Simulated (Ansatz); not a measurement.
**WO (singlet): the correlation ladder, def2-SVP**

The task here is to estimate one member of a computed series from the others.

Computed with Ansatz 0.2.0, Gaussian basis. Level: def2-SVP, core rule «outside noble gas», up to 5 orbitals frozen.

Plan: UHF; CCSD(T) on RHF; CCSD(T) on UHF; CISD; CCSDT(Q) on RHF; CCSDT(Q) on UHF; CCSDTQ on RHF; CASSCF and MRCISD+Q, 12 electrons in 10 orbitals.

5 further runs of the same task are left out: 1 for a known fault of the program, 4 set aside as unsound or not needed.

### What is computed

The geometry is a PBE0/def2-TZVP stationary point (not a proven minimum). No spin-orbit coupling is included. Elements past krypton take def2 core potentials.

2 atoms, charge 0, spin multiplicity 1.

Atoms are counted from 1 here; the program's logs count them from 0.

Bond lengths: W1–O2 1.645 Å.

The first run:

Contents of in.yaml:

```yaml
crystal:
  periodic: [false, false, false]
  atoms:
    - {symbol: W, position_ang: [0.000000, 0.000000, 0.000000]}
    - {symbol: O, position_ang: [0.000000, 0.000000, 1.645402]}
basis:
  gaussian: {orbitals: def2-SVP}
magnetization: {spin_polarized: true, initial_magnetization: 0}
hamiltonian: {xc: hf}
output: {orbitals: {seedname: orbitals}}
```

On the command line:

```sh
$ ansatz run in.yaml --threads 1 --pin off --events-out ev --progress --plain --max-ram 2816MiB --backend cpu
```

Steps of the session up to this table: UHF; CCSD(T) on RHF; CCSD(T) on UHF; CISD; CCSDT(Q) on RHF; CCSDT(Q) on UHF; CCSDTQ on RHF; CASSCF and MRCISD+Q, 12 electrons in 10 orbitals.

One table of the session follows, with a row left open; its other results are not shown here.

```
          method  from RCCSDTQ (meV)
             RHF             +9851.4
            RMP2              +215.1
           RCCSD              +625.1
        RCCSD(T)               +56.4
          RCCSDT               +41.5
       RCCSDT(Q)                +1.0
         RCCSDTQ                   0
  CASSCF valence                   ?
  MRCISD valence              +488.0
MRCISD+Q valence               +90.4
```

**Question.** Estimate the row for CASSCF valence.

The run gave: from RCCSDTQ (meV): +5694.5. In the column «from RCCSDTQ (meV)» it lies between RCCSD (+625.1) and RHF (+9851.4).

Not comparable, so not listed: CISD (they don't share determinant, frozen orbitals or solution with the rows shown, or repeat one).

Caveats from the session: Left out of the table: UHF, UMP2, UCCSD, UCCSD(T), UCCSDT, UCCSDT(Q) (another determinant or state than the rows shown).
